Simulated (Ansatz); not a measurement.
# BiTe: the cost of one run

Program: Ansatz 0.2.0. Level of theory: DFT PBEsol, scalar-relativistic, plane waves, PAW. These are calculated values, not measurements.

1 further run of the same task is left out (it didn't finish).

## Step 1: The system as given

It takes space group F-43m (No. 216, cubic). Conventional cell: a = 7.122 Å, b = 7.122 Å, c = 7.122 Å, α = 90.00°, β = 90.00°, γ = 90.00°. Bi (site symmetry -43m) has 4 Te at 3.08 Å as nearest neighbours. Te (site symmetry -43m) has 4 Bi at 3.08 Å as nearest neighbours.

Structure file:

```cif
data_structure
_symmetry_space_group_name_H-M 'P 1'
_symmetry_Int_Tables_number 1
_cell_length_a 5.0357
_cell_length_b 5.0357
_cell_length_c 5.0357
_cell_angle_alpha 60.000
_cell_angle_beta 60.000
_cell_angle_gamma 60.000
_cell_volume 90.29
loop_
_atom_site_label
_atom_site_type_symbol
_atom_site_fract_x
_atom_site_fract_y
_atom_site_fract_z
_atom_site_occupancy
Bi1 Bi 0.00000 0.00000 0.00000 1
Te1 Te 0.25000 0.25000 0.25000 1
```

This cell comes from an earlier session at PBEsol: 45.147 Å³/atom at -0.01 GPa, on a 8×8×8 mesh.

The changes: atom 1 (Bi) moved 0.2 Å along x; strain e5 = -0.01, atoms carried along.

## Step 2: Atom 1 (Bi) moved 0.2 Å along x

Contents of input.yaml:

```yaml
crystal:
  lattice:
    - [0.0, 3.5607539698, 3.5607539698]
    - [3.5607539698, 0.0, 3.5607539698]
    - [3.5607539698, 3.5607539698, 0.0]
  atoms:
    - { symbol: Bi, position: [-0.0280839398, 0.0280839398, 0.0280839398] }
    - { symbol: Te, position: [0.25, 0.25, 0.25] }
basis:
  ecutwfc: 420
  ecutrho_ratio: 4
kpoints:
  mp_grid: { grid: [8, 8, 8] }
hamiltonian:
  xc: pbesol
scf:
  occupations: { method: gaussian, width: 0.05 }
output:
  forces: true
  stress: true
  eigenvalues: true
```

Q: Estimate wall time and peak memory on 4 threads of an x86-64 CPU, shared host.

About 2.7 s, with a peak of 0.55 GiB.
